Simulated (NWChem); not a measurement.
# CH4ClGe (SMILES [CH3][GeH][Cl]): UHF/6-31G(d) (spherical functions)

Aim: a structure relaxation of CH4ClGe. 

Program for the calculation: NWChem 7.3.0.

1 further run of the same task is left out (set aside as unsound or not needed).

### Step 1. Starting point

CH4ClGe has 7 atoms, charge 0, and is taken as a doublet. SMILES: `[CH3][GeH][Cl]`. Geometry: relaxed at PBE0-D4/def2-TZVP. The run starts from this shape.

Bond lengths: C1–Ge2 1.957 Å, Ge2–Cl3 2.169 Å, C1–H4 1.092 Å, C1–H5 1.089 Å, C1–H6 1.091 Å, Ge2–H7 1.553 Å. Angles: C1–Ge2–Cl3 107.0°, C1–Ge2–H7 112.6°, Cl3–Ge2–H7 105.6°, Ge2–C1–H4 108.6°, Ge2–C1–H5 110.0°, Ge2–C1–H6 109.8°, H4–C1–H5 109.4°, H4–C1–H6 109.5°, H5–C1–H6 109.6°.

### Step 2. A geometry optimisation at UHF/6-31G(d) (spherical functions)

File input.nw:

```
start input
memory 2200 mb
charge 0

geometry units angstroms
  C       -0.733100       0.438400      -0.261900
  Ge       0.705400      -0.885500      -0.183100
  Cl       1.017000      -1.361700       1.909500
  H       -0.433400       1.314500       0.317300
  H       -1.646200       0.021400       0.160800
  H       -0.909900       0.729400      -1.298200
  H        2.061400      -0.324500      -0.690100
end

basis "ao basis" spherical bse
  C library 6-31G*
  Ge library 6-31G*
  Cl library 6-31G*
  H library 6-31G*
end

scf
  doublet
  uhf
  thresh 1e-07
  maxiter 80
  print low
end

driver
  maxiter 60
end

freq
  temp 2 298.15 573.15
end

task scf optimize
task scf frequencies
```

Command:

```bash
$ nwchem input.nw > input.out
```

Standard output:

```text
Northwest Computational Chemistry Package (NWChem) 7.3.0
             --------------------------------------------------------

           Job information
           ---------------

    nwchem branch   = 7.3.0
    use scalapack   = T
    input           = input.nw
    prefix          = input.
    data base       = ./input.db
    status          = startup
    nproc           =        1

           Memory information
           ------------------

    heap     =     72089600 doubles =      550.0 Mbytes
    stack    =     72089597 doubles =      550.0 Mbytes
    global   =    144179200 doubles =     1100.0 Mbytes (distinct from heap & stack)
    total    =    288358397 doubles =     2200.0 Mbytes
    verify   = yes
    hardfail = no

           Directory information
           ---------------------

  0 permanent = .
  0 scratch   = .

                                NWChem Input Module
                                -------------------

 Scaling coordinates for geometry "geometry" by  1.889725989
 (inverse scale =  0.529177249)

 C1  symmetry detected

          ------
          auto-z
          ------
  no constraints, skipping    0.0000000000000000
  no constraints, skipping    0.0000000000000000

                             Geometry "geometry" -> ""
                             -------------------------

 Output coordinates in angstroms (scale by  1.889725989 to convert to a.u.)

  No.       Tag          Charge          X              Y              Z
 ---- ---------------- ---------- -------------- -------------- --------------
    1 C                    6.0000    -1.15314323     1.54095968     0.01837826
    2 Ge                  32.0000     0.43973436     0.40643114    -0.04317568
    3 Cl                  17.0000    -0.24361199    -1.65129568    -0.00275469
    4 H                    1.0000    -1.70980410     1.31207058     0.92974119
    5 H                    1.0000    -1.78324664     1.34509126    -0.84817881
    6 H                    1.0000    -0.85777478     2.59098998     0.02550356
    7 H                    1.0000     1.33958928     0.57232000     1.21111615

      Atomic Mass
      -----------

      C                 12.000000
      Ge                73.921900
      Cl                34.968850
      H                  1.007825

 Effective nuclear repulsion energy (a.u.)     253.3597445815

            Nuclear Dipole moment (a.u.)
            ----------------------------
        X                 Y               Z
 ---------------- ---------------- ----------------
    -0.0000000000     0.0000000000     0.0000000000

                                Z-matrix (autoz)
                                --------

 Units are Angstrom for bonds and degrees for angles

      Type          Name      I     J     K     L     M      Value
      ----------- --------  ----- ----- ----- ----- ----- ----------
    1 Stretch                  1     2                       1.95658
    2 Stretch                  1     4                       1.09217
    3 Stretch                  1     5                       1.08918
    4 Stretch                  1     6                       1.09081
    5 Stretch                  2     3                       2.16860
    6 Stretch                  2     7                       1.55258
    7 Bend                     1     2     3               107.04278
    8 Bend                     1     2     7               112.61133
    9 Bend                     2     1     4               108.64293
   10 Bend                     2     1     5               109.97856
   11 Bend                     2     1     6               109.75126
   12 Bend                     3     2     7               105.60235
   13 Bend                     4     1     5               109.35054
   14 Bend                     4     1     6               109.52991
   15 Bend                     5     1     6               109.56980
   16 Torsion                  3     2     1     4          58.84321
   17 Torsion                  3     2     1     5         -60.80925
   18 Torsion                  3     2     1     6         178.57906
   19 Torsion                  4     1     2     7         -56.77746
   20 Torsion                  5     1     2     7        -176.42992
   21 Torsion                  6     1     2     7          62.95839

            XYZ format geometry
            -------------------
     7
 geometry
 C                    -1.15314323     1.54095968     0.01837826
 Ge                    0.43973436     0.40643114    -0.04317568
 Cl                   -0.24361199    -1.65129568    -0.00275469
 H                    -1.70980410     1.31207058     0.92974119
 H                    -1.78324664     1.34509126    -0.84817881
 H                    -0.85777478     2.59098998     0.02550356
 H                     1.33958928     0.57232000     1.21111615

 ==============================================================================
                                internuclear distances
 ------------------------------------------------------------------------------
       center one      |      center two      | atomic units |  angstroms
[... 109 lines left out ...]
            Nuclear Dipole moment (a.u.)
[... 28 lines left out ...]
      One electron energy =  -4088.156156806263
[... 26 lines left out ...]
@ ---- ---------------- -------- -------- -------- -------- -------- --------
[... 45 lines left out ...]
         Total SCF energy =  -2574.769748211972
[... 2 lines left out ...]
 Nuclear repulsion energy =    252.599752548008
[... 48 lines left out ...]
            Nuclear Dipole moment (a.u.)
[... 28 lines left out ...]
      One electron energy =  -4086.368058388573
[... 27 lines left out ...]
@    1   -2574.76975336 -2.7D-04  0.00300  0.00095  0.01389  0.03412     41.1
[... 45 lines left out ...]
      One electron energy =  -4085.477543729268
[... 10 lines left out ...]
     step= 1.00 grad=-5.4D-05 hess= 1.6D-05 energy=  -2574.769791 mode=downhill
[... 64 lines left out ...]
       Final UHF  results
[... 4 lines left out ...]
      Two electron energy =   1258.382422001064
[... 69 lines left out ...]
       Final UHF  results
[... 4 lines left out ...]
      Two electron energy =   1258.345791611625
[... 10 lines left out ...]
 new step= 1.62                   predicted energy=  -2574.769801
[... 66 lines left out ...]
         Total SCF energy =  -2574.769800737753
[... 2 lines left out ...]
 Nuclear repulsion energy =    251.678343868264
[... 66 lines left out ...]
         Total SCF energy =  -2574.769800864193
[... 2 lines left out ...]
 Nuclear repulsion energy =    251.678905150480
[... 43 lines left out ...]
            Nuclear Dipole moment (a.u.)
[... 28 lines left out ...]
      One electron energy =  -4084.773492687991
[... 27 lines left out ...]
@    4   -2574.76980090 -1.6D-07  0.00005  0.00001  0.00055  0.00110    105.5
[... 61 lines left out ...]
            Nuclear Dipole moment (a.u.)
[... 88 lines left out ...]
         Total SCF energy =  -2574.769800895036
[... 2 lines left out ...]
 Nuclear repulsion energy =    251.679363328095
[... 51 lines left out ...]
 stpr_wrt_fd_dipole: overwrite of existing file./input.fd_ddipole
[... 4 lines left out ...]
 d_dipole_x/<atom=   1,x> =    -0.2397     [   -1.1513]
[... 2 lines left out ...]
 d_dipole_x/<atom=   2,x> =     0.9684     [    4.6513]
[... 2 lines left out ...]
 d_dipole_x/<atom=   3,x> =    -0.4512     [   -2.1671]
[... 2 lines left out ...]
 d_dipole_x/<atom=   4,x> =    -0.0569     [   -0.2735]
[... 2 lines left out ...]
 d_dipole_x/<atom=   5,x> =    -0.0196     [   -0.0942]
[... 2 lines left out ...]
 d_dipole_x/<atom=   6,x> =     0.0525     [    0.2522]
[... 2 lines left out ...]
 d_dipole_x/<atom=   7,x> =    -0.2535     [   -1.2174]
[... 3 lines left out ...]
 Y vector of derivative dipole (au) [debye/angstrom]
[... 2 lines left out ...]
 d_dipole_y/<atom=   1,z> =    -0.1230     [   -0.5910]
[... 2 lines left out ...]
 d_dipole_y/<atom=   2,z> =     0.0216     [    0.1035]
[... 2 lines left out ...]
 d_dipole_y/<atom=   3,z> =     0.1250     [    0.6002]
[... 2 lines left out ...]
 d_dipole_y/<atom=   4,z> =     0.0280     [    0.1347]
[... 2 lines left out ...]
 d_dipole_y/<atom=   5,z> =    -0.0072     [   -0.0345]
[... 2 lines left out ...]
 d_dipole_y/<atom=   6,z> =    -0.0026     [   -0.0123]
[... 2 lines left out ...]
 d_dipole_y/<atom=   7,z> =    -0.0418     [   -0.2007]
[... 3 lines left out ...]
 d_dipole_z/<atom=   1,y> =     0.0050     [    0.0240]
[... 2 lines left out ...]
 d_dipole_z/<atom=   2,y> =     0.0380     [    0.1826]
[... 2 lines left out ...]
 d_dipole_z/<atom=   3,y> =    -0.0243     [   -0.1168]
[... 2 lines left out ...]
 d_dipole_z/<atom=   4,y> =     0.0034     [    0.0166]
[... 2 lines left out ...]
 d_dipole_z/<atom=   5,y> =    -0.0012     [   -0.0057]
[... 2 lines left out ...]
 d_dipole_z/<atom=   6,y> =    -0.0000     [   -0.0000]
[... 2 lines left out ...]
 d_dipole_z/<atom=   7,y> =    -0.0210     [   -0.1007]
[... 88 lines left out ...]
 Normal Eigenvalue ||         Derivative Dipole Moments (debye/angs)
[... 9 lines left out ...]
 ----------------------------------------------------------------------------
 Normal Eigenvalue ||                 Infra Red Intensities
  Mode   [cm**-1]  || [atomic units] [(debye/angs)**2] [(KM/mol)] [arbitrary]
 ------ ---------- || -------------- ----------------- ---------- -----------
    1       -2.137 ||    0.002245           0.052         2.189       0.930
    2       -0.625 ||    0.000008           0.000         0.008       0.003
    3       -0.425 ||    0.000030           0.001         0.030       0.013
[... 17 lines of this table left out ...]
   21     3308.323 ||    0.006184           0.143         6.029       2.561
 ----------------------------------------------------------------------------

        Vibrational analysis via the FX method
  --- with translations and rotations projected out ---
  --- via the Eckart algorithm                      ---
 Projected Nuclear Hessian trans-rot subspace norm:1.8223D-33
                         (should be close to zero!)

          --------------------------------------------------------
          MASS-WEIGHTED PROJECTED HESSIAN (Hartree/Bohr/Bohr/Kamu)
          --------------------------------------------------------

               1            2            3            4            5            6            7            8            9           10
   ----- ----- ----- ----- -----
    1    3.86119D+01
    2    7.82393D+00  4.34843D+01
    3    1.04291D+00 -1.56683D-01  4.91003D+01
    4   -3.77478D+00  1.45272D+00  5.08904D-01  3.13695D+00
[... 16 lines of this table left out ...]
   21    7.37517D-01 -7.76675D-01  1.51939D+00 -9.34290D+00 -1.37735D+00 -1.49510D+01  9.39318D-02 -5.67460D-02  6.47112D-01 -1.93963D+00

              11           12           13           14           15           16           17           18           19           20
   ----- ----- ----- ----- -----
   11    6.21725D+01
   12   -5.39101D+01  2.75385D+02
   13    4.16962D+00  1.67481D+01  1.57819D+02
   14    6.87183D-01  5.86297D+00  3.56149D+01  6.04751D+01
[... 6 lines of this table left out ...]
   21    1.62275D+00 -1.74143D-01  9.38576D-01 -4.33705D-01  5.83968D-01 -3.25159D-01  4.42704D-01 -6.40131D-02  7.82438D+01  1.31787D+01

              21
   ----- ----- ----- ----- -----
   21    1.18645D+02

 center of mass
 --------------
 x =   0.11748250 y =  -0.06770842 z =  -0.02179398

 moments of inertia (a.u.)
 ------------------
         546.338350662434           2.548608652590          -0.261886529511
           2.548608652590         156.342777184979          -0.871599237997
          -0.261886529511          -0.871599237997         680.275000624802

 Rotational Constants
 --------------------
 A=   0.385097 cm-1  (  0.554056 K)
 B=   0.110185 cm-1  (  0.158528 K)
 C=   0.088494 cm-1  (  0.127320 K)

 Temperature                      =   298.15K
 frequency scaling parameter      =   1.0000

 Zero-Point correction to Energy  =   30.044 kcal/mol  (  0.047878 au)
 Thermal correction to Energy     =   33.173 kcal/mol  (  0.052864 au)
 Thermal correction to Enthalpy   =   33.765 kcal/mol  (  0.053808 au)

 Total Entropy                    =   73.807 cal/mol-K
   - Translational                =   40.363 cal/mol-K (mol. weight = 124.9220)
   - Rotational                   =   25.555 cal/mol-K (symmetry #  =        1)
   - Vibrational                  =    7.889 cal/mol-K

 Cv (constant volume heat capacity) =   15.334 cal/mol-K
   - Translational                  =    2.979 cal/mol-K
   - Rotational                     =    2.979 cal/mol-K
   - Vibrational                    =    9.375 cal/mol-K

 Temperature                      =   573.15K
 frequency scaling parameter      =   1.0000

 Zero-Point correction to Energy  =   30.044 kcal/mol  (  0.047878 au)
 Thermal correction to Energy     =   38.310 kcal/mol  (  0.061052 au)
 Thermal correction to Enthalpy   =   39.449 kcal/mol  (  0.062866 au)

 Total Entropy                    =   87.096 cal/mol-K
   - Translational                =   43.609 cal/mol-K (mol. weight = 124.9220)
   - Rotational                   =   27.502 cal/mol-K (symmetry #  =        1)
   - Vibrational                  =   15.985 cal/mol-K

 Cv (constant volume heat capacity) =   21.499 cal/mol-K
   - Translational                  =    2.979 cal/mol-K
   - Rotational                     =    2.979 cal/mol-K
   - Vibrational                    =   15.540 cal/mol-K

          -------------------------------------------------
          NORMAL MODE EIGENVECTORS IN CARTESIAN COORDINATES
          -------------------------------------------------
             (Projected Frequencies expressed in cm-1)

                    1           2           3           4           5           6

 P.Frequency       -0.00       -0.00       -0.00       -0.00        0.00        0.00

           1    -0.00887    -0.00446    -0.13845     0.00118     0.04327     0.00125
[... 19 lines of this table left out ...]
          21    -0.00135     0.18936     0.00030    -0.04425     0.00359    -0.10081

                    7           8           9          10          11          12

 P.Frequency      127.95      169.31      412.05      564.31      608.96      708.98

           1     0.00360     0.07266    -0.01689     0.00347    -0.18687    -0.02628
[... 19 lines of this table left out ...]
          21    -0.02174    -0.00147     0.02136    -0.51068     0.00354    -0.13814

                   13          14          15          16          17          18

 P.Frequency      873.98      936.91     1423.07     1599.34     1604.66     2187.45

           1    -0.06399    -0.04022     0.09931    -0.02087    -0.03025     0.00199
[... 19 lines of this table left out ...]
          21     0.10446    -0.16900    -0.01446     0.00951    -0.00958     0.78965

                   19          20          21

 P.Frequency     3209.24     3291.58     3308.33

           1     0.03369    -0.04379     0.03178
[... 19 lines of this table left out ...]
          21     0.00113     0.00068    -0.00326

 ----------------------------------------------------------------------------
 Normal Eigenvalue ||    Projected Derivative Dipole Moments (debye/angs)
  Mode   [cm**-1]  ||      [d/dqX]             [d/dqY]           [d/dqZ]
 ------ ---------- || ------------------ ------------------ -----------------
    1       -0.000 ||      -0.006               0.000             0.004
    2       -0.000 ||      -0.004               0.001             0.095
    3       -0.000 ||      -0.127               0.005            -0.002
[... 17 lines of this table left out ...]
   21     3308.325 ||       0.193               0.109             0.306
 ----------------------------------------------------------------------------

 ----------------------------------------------------------------------------
 Normal Eigenvalue ||           Projected Infra Red Intensities
  Mode   [cm**-1]  || [atomic units] [(debye/angs)**2] [(KM/mol)] [arbitrary]
 ------ ---------- || -------------- ----------------- ---------- -----------
    1       -0.000 ||    0.000002           0.000         0.002       0.001
    2       -0.000 ||    0.000389           0.009         0.379       0.161
    3       -0.000 ||    0.000695           0.016         0.678       0.288
[... 17 lines of this table left out ...]
   21     3308.325 ||    0.006184           0.143         6.028       2.561
 ----------------------------------------------------------------------------

 vib:animation  F

 Task  times  cpu:       42.8s     wall:       42.8s
 Total times  cpu:      148.3s     wall:      148.3s
```

Wall time 2.5 min (1 thread of AMD EPYC 9R45 (Zen 5), shared host); peak memory 0.14 GiB.

The path in brief:

```
step  energy from the first frame kept (eV)
   0                                 0.0000
   1                                -0.0074
   2                                -0.0087
   3                                -0.0087
   4                                -0.0087
```

After the run. Bond lengths: C1–Ge2 1.966 Å, Ge2–Cl3 2.189 Å, C1–H4 1.084 Å, C1–H5 1.082 Å, C1–H6 1.084 Å, Ge2–H7 1.545 Å. Angles: C1–Ge2–Cl3 107.6°, C1–Ge2–H7 112.7°, Cl3–Ge2–H7 105.6°, Ge2–C1–H4 109.5°, Ge2–C1–H5 110.3°, Ge2–C1–H6 109.8°, H4–C1–H5 109.0°, H4–C1–H6 109.1°, H5–C1–H6 109.1°.

### Step 3. Outcome

At UHF/6-31G* (spherical functions):

| quantity | value |
| --- | --- |
| total energy at the end | -2574.76980 Eh |
| ⟨S²⟩ | 0.753 |
| lowest harmonic wavenumber | 128 cm⁻¹ |
| highest harmonic wavenumber | 3308 cm⁻¹ |
| zero-point energy | 125.7 kJ/mol |

What this shows: At the final geometry: Bond lengths: C1–Ge2 1.966 Å, Ge2–Cl3 2.189 Å, C1–H4 1.084 Å, C1–H5 1.082 Å, C1–H6 1.084 Å, Ge2–H7 1.545 Å. Angles: C1–Ge2–Cl3 107.6°, C1–Ge2–H7 112.7°, Cl3–Ge2–H7 105.6°, Ge2–C1–H4 109.5°, Ge2–C1–H5 110.3°, Ge2–C1–H6 109.8°, H4–C1–H5 109.0°, H4–C1–H6 109.1°, H5–C1–H6 109.1°. All 15 modes are real, so the shape is a minimum at this level. The optimisation took 5 steps and changed the energy by -0.009 eV.
